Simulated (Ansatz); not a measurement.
**Ga4AsP3: from a guess to a relaxed structure**

Aim: relax a trial structure of Ga4AsP3 and see where it ends.

Program: Ansatz 0.2.0. Level of theory: DFT PBE, scalar-relativistic, plane waves, PAW. These are calculated values, not measurements.

### Step 1. The starting structure

Symmetry: P-43m, No. 215, cubic system. Conventional cell: a = 5.408 Å, b = 5.408 Å, c = 5.408 Å, α = 90.00°, β = 90.00°, γ = 90.00°. Ga (site symmetry 3m) is surrounded by 3 P at 2.34 Å and 1 As at 2.34 Å. P (site symmetry -42m) has 4 Ga at 2.34 Å as nearest neighbours. Around As (site symmetry -43m) lie 4 Ga at 2.34 Å.

Coordinates:

```xyz
8
Lattice="5.4080 0.0000 0.0000 0.0000 5.4080 0.0000 0.0000 0.0000 5.4080" Properties=species:S:1:pos:R:3 pbc="T T T"
Ga    4.0560    4.0560    1.3520
Ga    4.0560    1.3520    4.0560
Ga    1.3520    4.0560    4.0560
Ga    1.3520    1.3520    1.3520
P     2.7040    0.0000    0.0000
P     0.0000    2.7040    0.0000
P     0.0000    0.0000    2.7040
As    2.7040    2.7040    2.7040
```

The start is an ordering of an alloy on its end members' structure types: elements ordered on the sites of the GaAs type, As/P on As (P-43m, No. 215).

### Step 2. A first look at the guess

input.yaml reads:

```yaml
crystal:
  lattice:
    - [5.40802459, 0.0, 0.0]
    - [0.0, 5.40802459, 0.0]
    - [0.0, 0.0, 5.40802459]
  atoms:
    - { symbol: Ga, position: [0.75, 0.75, 0.25] }
    - { symbol: Ga, position: [0.75, 0.25, 0.75] }
    - { symbol: Ga, position: [0.25, 0.75, 0.75] }
    - { symbol: Ga, position: [0.25, 0.25, 0.25] }
    - { symbol: P, position: [0.5, 0.0, 0.0] }
    - { symbol: P, position: [0.0, 0.5, 0.0] }
    - { symbol: P, position: [0.0, 0.0, 0.5] }
    - { symbol: As, position: [0.5, 0.5, 0.5] }
basis:
  ecutwfc: 420
kpoints:
  mp_grid: { grid: [4, 4, 4] }
hamiltonian:
  xc: pbe
scf:
  occupations: { method: gaussian, width: 0.1 }
  lower_state_search: "off"
output:
  forces: true
  stress: true
  eigenvalues: true
```

Run with:

```console
ansatz run input.yaml --threads 1 --pin off --max-ram 2560MiB --backend cpu --events-out ev --progress --plain --runs-dir out
```

Further runs follow: a loose first relaxation; relaxation on the finer mesh.

**Question.** What will these runs give? Wanted: conventional cell; volume; energy over the elements, black P; gap on the mesh.

**Answer**, as computed:

| quantity | value |
| --- | --- |
| symmetry at the end (tolerance 0.02 Å) | space group P-43m (No. 215) |
| conventional cell | a = 5.564 Å, b = 5.564 Å, c = 5.564 Å, α = 90.00°, β = 90.00°, γ = 90.00° |
| volume | 21.53 Å³/atom |
| energy over the elements, black P | -0.41 eV/atom |
| gap on the mesh | 1.16 eV |

In words: The space group P-43m (No. 215) is kept, and the volume per atom grows by 8.9 % from the first guess. A negative formation energy is needed for stability but isn't enough; other structures and compounds were not set against it here. No finished test with a distortion of lower symmetry is shown, so the end may be a saddle point.
